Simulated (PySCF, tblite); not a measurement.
# C7H11NOS: geometry, infrared bands and NMR shifts

Aim: predict the infrared bands and NMR shifts of C7H11NOS (`C=C[C@@](C)(C#N)C[S@@](C)=O`).

The runs use tblite 0.8.0 and PySCF 2.14.0, with density-fitted response routines of our own; the level of theory stands in each step. All values are computed, except where a source is named. Atoms are numbered from 0 throughout.

## Step 1: The molecule as given

21 atoms, charge 0, multiplicity 1; geometry from: force field or distance geometry start.

Bonds of the start (Å): C0–C1 1.32, C1–C2 1.51, C2–C3 1.51, C2–C4 1.48, C4–N5 1.14, C2–C6 1.49, C6–S7 1.78, S7–C8 1.79, S7–O9 1.54, C0–H10 1.11, C0–H11 1.09, C1–H12 1.11, C3–H13 1.10, C3–H14 1.10, C3–H15 1.09, C6–H16 1.13, C6–H17 1.13, C8–H18 1.10, C8–H19 1.12, C8–H20 1.12.

## Step 2: Relaxing the molecule with GFN2-xTB

What the job is given:

```
{"job": {"kind": "relax", "xc": "GFN2-xTB", "basis": "xTB"}, "charge": 0, "multiplicity": 1}
C     -2.802400     0.133000     0.549900
C     -1.703900     0.763500     0.903700
C     -0.439100     0.484500     0.127700
C     -0.784700     0.708400    -1.329700
C      0.606300     1.442800     0.542300
N      1.413300     2.187000     0.859900
C     -0.046500    -0.911900     0.476600
S      1.429500    -1.501300    -0.319100
C      2.861500    -0.506600     0.065100
O      1.728200    -2.926300     0.186600
H     -3.773600     0.278900     1.077600
H     -2.870600    -0.563200    -0.284100
H     -1.706100     1.452200     1.775400
H     -1.238400     1.713600    -1.392000
H      0.114900     0.762200    -1.966200
H     -1.508100    -0.022300    -1.683100
H      0.076200    -0.913300     1.600600
H     -0.925600    -1.584100     0.263800
H      2.940700     0.362800    -0.612300
H      3.781900    -1.140800    -0.039900
H      2.837600    -0.202200     1.137800
```

Command:

```
OMP_NUM_THREADS=1 python probes_run.py task.json out
```

The driver reads the jobs from task.json and runs them one after another.

**Question.** This job is followed by: GFN2-xTB harmonic vibrations, gas phase; GIAO PBE0/pcSseg-1 NMR shielding, non-relativistic, gas phase. Predict these results of the whole session: strongest single infrared mode (GFN2-xTB); zero-point energy (GFN2-xTB); 13C shifts against TMS (PBE0/pcSseg-1); 1H shifts against TMS (PBE0/pcSseg-1, means over atoms taken as alike); 15N shifts against NH3 (PBE0/pcSseg-1); 33S shifts against CS2 (PBE0/pcSseg-1); 17O shifts against H2O (PBE0/pcSseg-1).

As calculated:

```
                                                              quantity                                            value
                             strongest single infrared mode (GFN2-xTB)                            1146 cm⁻¹, 236 km/mol
                                          zero-point energy (GFN2-xTB)                                   103.1 kcal/mol
                                13C shifts against TMS (PBE0/pcSseg-1)  147.3, 127.3, 122.1, 73.2, 49.9, 33.4, 22.4 ppm
1H shifts against TMS (PBE0/pcSseg-1, means over atoms taken as alike)     6.10, 5.65, 5.55, 3.13, 2.87, 2.31, 1.67 ppm
                                15N shifts against NH3 (PBE0/pcSseg-1)                                        302.8 ppm
                                33S shifts against CS2 (PBE0/pcSseg-1)                                          328 ppm
                                17O shifts against H2O (PBE0/pcSseg-1)                                         66.2 ppm
```

**Reading.** The optimisation took 168 steps and gained 1.015 eV; among the close pairs (by a distance rule), C6–S7 changed most, from 1.777 to 1.874 Å. No mode is imaginary among the 57: a minimum at this level. The strongest single mode, at 1146 cm⁻¹, moves mainly O9 and S7. GFN2-xTB is a fitted tight-binding method: band positions and strengths are rough. Its intensities can rank the bands wrongly. The most deshielded carbon is C1 (alkene CH), at 147.3 ppm: an sp2 carbon of a C=C bond. The most deshielded hydrogen is H12 (hydrogen on an alkene CH), at 6.10 ppm: olefinic region.
